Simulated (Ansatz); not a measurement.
# ZrB2: stress in a strained cell

ZrB2 is deformed so: zz strain of +2 %. What stress and forces result, by LAPW, PAW and all-electron datasets made for the crystal?

Computed with Ansatz 0.2.0 (DFT LDA, scalar-relativistic, unless a step's input says otherwise).

## (1) The starting structure

Symmetry: P6/mmm, No. 191, hexagonal system. The conventional cell has a = 3.165 Å, b = 3.165 Å, c = 3.520 Å, α = 90.00°, β = 90.00°, γ = 120.00°. Around Zr (site symmetry 6/mmm) lie 12 B at 2.54 Å. Around B (site symmetry -6m2) lie 3 B at 1.83 Å and 6 Zr at 2.54 Å.

Structure file:

```
Zr B
1.0
     3.16500    0.00000    0.00000
    -1.58250    2.74097    0.00000
     0.00000    0.00000    3.52000
Zr B
1 2
Direct
  0.00000 0.00000 0.00000
  0.33333 0.66667 0.50000
  0.66667 0.33333 0.50000
```

Atoms are numbered in the order of the input: Zr1, B2, B3.

## (2) The deformed structure

Space group P6/mmm before, P6/mmm after.

## (3) All-electron LAPW

The input, input.yaml:

```yaml
crystal:
  lattice:
    - [3.1649998255, 0.0, 0.0]
    - [-1.5824999128, 2.7409702519, 0.0]
    - [0.0, 0.0, 3.5904]
  atoms:
    - { symbol: Zr, position: [0.0, 0.0, 0.0] }
    - { symbol: B, position: [0.3333333333, 0.6666666667, 0.5] }
    - { symbol: B, position: [0.6666666667, 0.3333333333, 0.5] }
kpoints:
  mp_grid: { grid: [13, 13, 10] }
  band_path:
    path:
      - [0.0, 0.0, 0.0]
      - [0.5, 0.0, 0.0]
      - [0.3333333333, 0.3333333333, 0.0]
      - [0.0, 0.0, 0.0]
      - [0.0, 0.0, 0.5]
      - [0.5, 0.0, 0.5]
      - [0.3333333333, 0.3333333333, 0.5]
      - [0.0, 0.0, 0.5]
      - [0.5, 0.0, 0.5]
    npoints: 5
scf:
  occupations: { method: fermi_dirac, width: 0.03 }
hamiltonian:
  xc: lda
  pseudopotentials: { kind: all_electron, lapw: { basis_error: 0.001 } }
output:
  forces: true
  stress: true
  eigenvalues: true
```

Run with:

```bash
$ ansatz run input.yaml --threads 1 --pin off --max-ram 4096MiB --backend cpu --events-out ev --progress --plain --runs-dir out
```

## (4) PAW with frozen cores

The input, input.yaml:

```yaml
crystal:
  lattice:
    - [3.1649998255, 0.0, 0.0]
    - [-1.5824999128, 2.7409702519, 0.0]
    - [0.0, 0.0, 3.5904]
  atoms:
    - { symbol: Zr, position: [0.0, 0.0, 0.0] }
    - { symbol: B, position: [0.3333333333, 0.6666666667, 0.5] }
    - { symbol: B, position: [0.6666666667, 0.3333333333, 0.5] }
kpoints:
  mp_grid: { grid: [13, 13, 10] }
scf:
  occupations: { method: fermi_dirac, width: 0.03 }
hamiltonian:
  xc: lda
  pseudopotentials: { kind: paw }
output:
  forces: true
  stress: true
  eigenvalues: true
  efg: { contact_densities: true }
```

## (5) Datasets made for this crystal

Changes to input.yaml since step 4:

```diff
@@ -15,3 +15,3 @@
   xc: lda
-  pseudopotentials: { kind: paw }
+  pseudopotentials: { kind: all_electron, datasets: crystal }
 output:
```

(Steps that only read results are left out.)

What does the calculation give? Wanted: pressure; largest shear or deviatoric stress.

As calculated:

| quantity | value |
| --- | --- |
| pressure | LAPW -11.39, PAW -11.39, crystal datasets -11.39 GPa |
| largest shear or deviatoric stress (LAPW) | 3.17 GPa |

In words: The largest part of the stress beyond the pressure is 3.17 GPa in size, in the zz component; the atoms are carried along and not relaxed. No run of the undeformed cell stands beside it, so pressure and stress hold what the given cell had before the change, as far as its symmetry allows. PAW: stress within 0.04 GPa of LAPW. Crystal datasets: stress within 0.01 GPa of LAPW.
